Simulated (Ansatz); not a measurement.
# CsTa: the cost of one run

Program: Ansatz 0.2.0. Level of theory: DFT PBE, scalar-relativistic, plane waves, PAW. These are calculated values, not measurements.

1 further run of the same task is left out (it didn't finish).

### 1 The starting structure

Symmetry: P4/mmm, No. 123, tetragonal system. The conventional cell has a = 3.675 Å, b = 3.675 Å, c = 4.816 Å, α = 90.00°, β = 90.00°, γ = 90.00°. Around Cs (site symmetry 4/mmm) lie 8 Ta at 3.54 Å and 4 Cs at 3.67 Å. Ta (site symmetry 4/mmm) is surrounded by 8 Cs at 3.54 Å and 4 Ta at 3.67 Å.

Coordinates:

```
CELL_PARAMETERS angstrom
3.67459 0.00000 0.00000
0.00000 3.67459 0.00000
0.00000 0.00000 4.81634
ATOMIC_POSITIONS crystal
Cs 0.50000 0.50000 0.50000
Ta 0.00000 0.00000 0.00000
```

This is candidate A: CuAu (L1_0) type (P4/mmm, No. 123).

(A quick probe on a coarse mesh, which set the mesh and smearing, is not shown.)

### 3 Relaxing cell and atoms (candidate A)

The input, input.yaml:

```yaml
crystal:
  lattice:
    - [3.6745884375, 0.0, 0.0]
    - [0.0, 3.6745884375, 0.0]
    - [0.0, 0.0, 4.8163355592]
  atoms:
    - { symbol: Cs, position: [0.5, 0.5, 0.5] }
    - { symbol: Ta, position: [0.0, 0.0, 0.0] }
basis:
  ecutwfc: 420
kpoints:
  mp_grid: { grid: [16, 16, 12] }
hamiltonian:
  xc: pbe
scf:
  occupations: { method: gaussian, width: 0.1 }
output:
  forces: true
  stress: true
  eigenvalues: true
relax:
  adjacent_minimum: "off"
  f_tol: 0.01
  max_steps: 80
  cell: { stress_tol: 0.05 }
```

Command:

```bash
ansatz run input.yaml --threads 1 --pin off --max-ram 2560MiB --backend cpu --events-out ev --progress --plain --runs-dir out
```

What time and memory should one allow on 1 thread of Arm Neoverse V1, shared host?

About 4.5 min, with a peak of 0.57 GiB.
